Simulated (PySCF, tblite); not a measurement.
**C2H7NSSi+ (doublet): geometry, infrared bands and EPR parameters**

Aim: predict the infrared bands and EPR parameters of C2H7NSSi+ (doublet) (`CC(=S)[SiH2][NH2+]`).

The runs use tblite 0.8.0 and PySCF 2.14.0, with density-fitted response routines of our own; the level of theory stands in each step. All values are computed, except where a source is named. Atoms count from 0, in the outputs and in this text.

### Step 1. The starting structure

12 atoms, charge 1, multiplicity 2; geometry from: force field or distance geometry start.

Bonds of the start (Å): C0–C1 1.48, C1–S2 1.45, C1–Si3 1.82, Si3–N4 1.77, C0–H5 1.08, C0–H6 1.13, C0–H7 1.13, Si3–H8 1.50, Si3–H9 1.45, N4–H10 1.05, N4–H11 1.06.

### Step 2. Geometry optimisation with GFN2-xTB

What the job is given:

```
{"job": {"kind": "relax", "xc": "GFN2-xTB", "basis": "xTB"}, "charge": 1, "multiplicity": 2}
C     -1.718900     0.421800     0.401300
C     -0.784700    -0.711900     0.236000
S     -1.275800    -2.053700     0.508300
Si     0.963900    -0.542200    -0.256100
N      1.743200     0.934200     0.339000
H     -1.393200     1.224600     1.052500
H     -2.091400     0.792800    -0.604200
H     -2.651100     0.011000     0.891500
H      1.744700    -1.670300     0.347400
H      1.035400    -0.732400    -1.693400
H      1.665100     1.627600    -0.451100
H      2.764200     0.697700     0.497000
```

On the command line:

```bash
OMP_NUM_THREADS=1 python probes_run.py task.json out
```

The driver reads the jobs from task.json and runs them one after another.

Standard output:

```text
step      E/eV     max force
  0    -414.18106   10.147
  1    -414.94807    4.407
  2    -415.22975    2.600
  3    -415.38155    1.854
  4    -415.44274    0.952
  5    -415.58887    0.777
  6    -415.62583    0.661
  7    -415.64918    0.317
  8    -415.66590    0.310
  9    -415.68319    0.455
 10    -415.70058    0.365
 11    -415.71215    0.272
 12    -415.72112    0.254
 13    -415.72831    0.300
 14    -415.73434    0.224
 15    -415.74014    0.164
 16    -415.74553    0.217
 17    -415.75150    0.299
 18    -415.75915    0.435
 19    -415.76764    0.332
 20    -415.77787    0.251
 21    -415.78225    0.188
 22    -415.78631    0.153
 23    -415.79017    0.202
 24    -415.79678    0.216
 25    -415.80285    0.244
 26    -415.80708    0.137
 27    -415.80940    0.118
 28    -415.81119    0.124
 29    -415.81348    0.151
 30    -415.81601    0.150
 31    -415.81805    0.144
 32    -415.81924    0.081
 33    -415.82016    0.087
 34    -415.82133    0.109
 35    -415.82288    0.150
 36    -415.82459    0.119
 37    -415.82588    0.107
 38    -415.82674    0.093
 39    -415.82734    0.054
 40    -415.82772    0.049
 41    -415.82794    0.037
 42    -415.82809    0.028
 43    -415.82826    0.039
 44    -415.82843    0.033
 45    -415.82859    0.034
 46    -415.82874    0.036
 47    -415.82890    0.039
 48    -415.82907    0.049
 49    -415.82920    0.025
 50    -415.82927    0.018
 51    -415.82931    0.019
 52    -415.82938    0.027
 53    -415.82947    0.036
 54    -415.82957    0.028
 55    -415.82964    0.023
 56    -415.82968    0.020
 57    -415.82974    0.020
 58    -415.82981    0.027
 59    -415.82990    0.021
 60    -415.82997    0.025
 61    -415.83003    0.025
 62    -415.83011    0.028
 63    -415.83022    0.041
 64    -415.83036    0.036
 65    -415.83050    0.033
 66    -415.83062    0.040
 67    -415.83075    0.040
 68    -415.83091    0.061
 69    -415.83112    0.047
 70    -415.83134    0.053
 71    -415.83151    0.041
 72    -415.83163    0.025
 73    -415.83170    0.021
 74    -415.83174    0.033
 75    -415.83176    0.007
```

Run time: 0.32 s. Hardware: 1 thread of Arm Neoverse V2, shared host.

Step by step: (not every step is listed)

```
step  energy from step 0 (eV)  largest force (eV/Å)
   0                   0.0000               10.1472
   1                  -0.7670                4.4068
   2                  -1.0487                2.5995
   3                  -1.2005                1.8542
   4                  -1.2617                0.9518
   5                  -1.4078                0.7774
   6                  -1.4448                0.6615
   7                  -1.4681                0.3169
   8                  -1.4848                0.3099
  14                  -1.5533                0.2244
  20                  -1.5968                0.2508
  26                  -1.6260                0.1373
  32                  -1.6382                0.0809
  38                  -1.6457                0.0929
  44                  -1.6474                0.0325
  50                  -1.6482                0.0176
  56                  -1.6486                0.0201
  62                  -1.6490                0.0279
  68                  -1.6499                0.0610
  70                  -1.6503                0.0534
  71                  -1.6504                0.0413
  72                  -1.6506                0.0251
  73                  -1.6506                0.0214
  74                  -1.6507                0.0328
  75                  -1.6507                0.0073
```

Close pairs (by a distance rule), those that changed most:

```
  bond  before (Å)  after (Å)  change (Å)
C1–Si3       1.824      2.049      +0.225
 C1–S2       1.455      1.588      +0.133
Si3–N4       1.772      1.697      -0.075
N4–H11       1.060      1.009      -0.050
Si3–H8       1.499      1.450      -0.049
N4–H10       1.054      1.009      -0.045
 C0–H6       1.135      1.091      -0.043
 C0–H7       1.131      1.089      -0.041
```

The final coordinates are the input of the step that follows.

### Step 3. Vibrational analysis with GFN2-xTB

What the job is given:

```
{"job": {"kind": "ir", "xc": "GFN2-xTB", "basis": "xTB"}, "charge": 1, "multiplicity": 2}
C     -1.574776     0.418599     0.392094
C     -0.832842    -0.840574     0.340263
S     -1.287877    -2.307399     0.742303
Si     1.066632    -0.665663    -0.409112
N      1.605963     0.855349     0.116707
H     -1.063151     1.116169     1.057685
H     -1.587035     0.890440    -0.591702
H     -2.597636     0.273836     0.737697
H      1.785575    -1.752959     0.225989
H      0.732690    -0.675094    -1.826533
H      1.536887     1.702492    -0.427207
H      2.216769     0.984117     0.909946
```

Standard output:

```text
mode    cm-1     km/mol
  1      23.8      0.09
  2      92.9      3.98
  3     141.5      6.41
  4     149.7      5.35
  5     181.3      0.96
  6     270.4      3.74
  7     320.8      6.43
  8     403.0     86.90
  9     412.4    104.64
 10     442.0     40.56
 11     581.1      6.24
 12     680.4    127.51
 13     699.9    132.45
 14     757.2     93.19
 15     879.2      6.70
 16     937.0      3.66
 17     957.3     63.83
 18    1050.3      7.31
 19    1287.7    132.29
 20    1352.0     31.71
 21    1387.0     30.67
 22    1424.2     11.52
 23    1456.6     92.34
 24    2317.2     85.65
 25    2383.6    157.99
 26    2980.3      3.58
 27    3002.6     16.09
 28    3020.2      5.81
 29    3439.7    136.86
 30    3470.4     33.69
```

Run time: 0.25 s. Hardware: 1 thread of Arm Neoverse V2, shared host.

Which atoms move in the most intense modes:

```
cm⁻¹  km/mol                                atoms
 412   104.6  C1 34 %, Si3 18 %, C0 11 %, S2 10 %
 680   127.5                     H8 47 %, H9 45 %
 700   132.4                     H8 53 %, H9 37 %
 757    93.2          H10 38 %, H11 37 %, N4 16 %
1288   132.3                     C1 64 %, C0 15 %
1457    92.3          H11 44 %, H10 44 %, N4 12 %
2384   158.0                              H8 94 %
3440   136.9                   H11 52 %, H10 44 %
```

### Step 4. g tensor and hyperfine couplings: B3LYP/pcH-1

The job, as its differences from that of step 3:

```diff
@@ -1,2 +1,2 @@
-{"job": {"kind": "ir", "xc": "GFN2-xTB", "basis": "xTB"}, "charge": 1, "multiplicity": 2}
+{"job": {"kind": "epr", "basis": "pcH-1"}, "charge": 1, "multiplicity": 2}
 C     -1.574776     0.418599     0.392094
```

Level: UKS B3LYP, pcH-1 on C H N S Si, non-relativistic, mean-field spin-orbit, GIAO.

Standard output:

```text
UKS, coarse grid
  cycle   1  E = -822.55589260  |g| = 3.68e-01
  cycle   2  E = -822.31972415  |g| = 7.26e-01
  cycle   3  E = -822.58727272  |g| = 1.87e-01
  cycle   4  E = -822.60485218  |g| = 9.10e-02
  cycle   5  E = -822.60794509  |g| = 4.86e-02
  cycle   6  E = -822.60922334  |g| = 9.38e-03
  cycle   7  E = -822.60927670  |g| = 3.70e-03
  cycle   8  E = -822.60928614  |g| = 2.25e-03
  cycle   9  E = -822.60929029  |g| = 1.02e-03
  cycle  10  E = -822.60929162  |g| = 2.28e-04
UKS, final grid
  cycle   1  E = -822.60926472  |g| = 2.24e-04
  cycle   2  E = -822.60926473  |g| = 3.29e-04
  cycle   3  E = -822.60926479  |g| = 9.67e-05
  cycle   4  E = -822.60926480  |g| = 6.85e-05
  cycle   5  E = -822.60926481  |g| = 6.12e-05
  cycle   6  E = -822.60926481  |g| = 1.02e-05
E = -822.60926481 Eh   <S^2> = 0.7548 (exact 0.7500)
g shifts (ppm)      1          2          3
  rmc          -233       -233       -233
  gc             44         -1         77
  oz_so       -5292        737      14160
  total       -5480        504      14004
hyperfine (MHz)  atom isotope    a_iso     a_fc   dipolar eigenvalues
    0   13C      36.33      36.39     -6.79     -5.96     12.74
    1   13C      12.90      13.46    -23.01    -11.49     34.50
    2   33S      13.36      13.41    -71.75    -59.99    131.73
    3  29Si     -25.54     -25.61    -17.44      8.26      9.18
    4   14N      10.20      10.20     -5.98     -5.87     11.85
    5    1H      -9.94      -9.93     -3.60     -1.00      4.61
    6    1H     -10.30     -10.27     -3.38     -2.10      5.48
    7    1H      11.70      11.71     -5.02      0.56      4.46
    8    1H       2.30       2.29     -3.09     -1.18      4.26
    9    1H      45.26      45.25     -1.93     -1.12      3.05
   10    1H      -4.10      -4.10     -7.08     -1.84      8.93
   11    1H      -7.28      -7.29     -6.96     -1.87      8.83
```

It took 42 s on 1 thread of Arm Neoverse V2, shared host; peak memory 0.8 GiB.

Principal g values 1.99684, 2.00282, 2.01632; g(iso) = 2.00533, against 2.00232 for a free electron.

Mean a(iso) over the nuclei that a row names, and the largest dipolar term of the row (other rows stand at the frozen geometry):

```
    nuclei  isotope  a(iso) (MHz)  a(iso) (G, at g = 2.0023)  largest dipolar term (MHz)
        C0      13C          36.3                       13.0                        12.7
       Si3     29Si         -25.5                       -9.1                       -17.4
    H8, H9       1H          23.8                        8.5                         4.3
        S2      33S          13.4                        4.8                       131.7
        C1      13C          12.9                        4.6                        34.5
        N4      14N          10.2                        3.6                        11.8
  H10, H11       1H          -5.7                       -2.0                         8.9
H5, H6, H7       1H          -2.8                       -1.0                         5.5
```

Mulliken spin populations:

```
atom  value (e)
  C0       0.05
  C1       0.04
  S2       0.72
 Si3       0.04
  N4       0.12
  H5      -0.01
  H6       0.00
  H7       0.01
  H8       0.00
  H9       0.02
 H10       0.00
 H11       0.00
```

In first order the couplings over 0.8 MHz of 1H, 14N give 108 distinct lines over 31.3 G, if the averaged nuclei exchange fast.

The fields below are evaluated on a grid from the run's orbitals.

ELF in a plane through or near 5 of the atoms.

Ten even steps from ' ' (0.00) to '@' (1.00):
```
                                                        
                                                        
                                                        
                                                        
                  ..                                    
              ::==**==::      ::--::                    
            ..==##%%##**::    **####==..::==::..        
          ..::++##%%%%##++    ##%%%%++**%%@@@@**        
        ..::==####==**%%**    ==**::..@@@@@@@@@@..      
        ..--++##%%##%%%%++....==##==--@@@@@@@@%%        
          ..--**####--..::++####%%@@**==++##==::        
              ::--..--**..%%@@--##::++..                
              ==####......**%%##**%%##++==::            
            --%%@@@@@@%%==::--++##**==##%%**--..        
            **@@@@@@@@@@--  ..****--::##%%%%==::        
            --@@@@@@@@%%    ::##%%%%##%%%%##--..        
              ::==**==..    ::##%%%%%%##++--            
                            ..==++++++--::              
                                                        
                                                        
```
The map spans 10.4 Å across and 9.4 Å up, centred on the molecule. Atoms in the plane (x, y in Å): C0 (1.5, 0.6), C1 (0.9, -0.7), Si3 (-1.1, -0.8), N4 (-1.7, 0.7), H7 (2.6, 0.6).

On the surface of density 0.002 e/bohr³ the electrostatic potential runs, from the 1st to the 99th percentile, from 3.85 to 5.83 V.

The spin density lies nearest to S2 61 %; C1 13 %; N4 9 %.

### Step 5. Results

| quantity | value |
| --- | --- |
| strongest single infrared mode (GFN2-xTB) | 2384 cm⁻¹, 158 km/mol |
| zero-point energy (GFN2-xTB) | 52.2 kcal/mol |
| g(iso) (B3LYP) | 2.00533 |
| ⟨S²⟩ | 0.755 (exact 0.75) |
| largest a(iso) (averaged by class) | 13C on C0, 36.3 MHz |

What this shows: Relaxing lowered the energy by 1.651 eV in 75 steps; the close pair that moved most is C1–Si3, from 1.824 to 2.049 Å. All 30 modes are real, so the xTB geometry is a minimum. The strongest single mode, at 2384 cm⁻¹, moves mainly H8. Unscaled tight-binding wavenumbers are off by several per cent, some by more. Its intensities can rank the bands wrongly. S2 carries the largest spin population, 0.72 e. The isotropic g lies 3.0 ppt above the free-electron value.
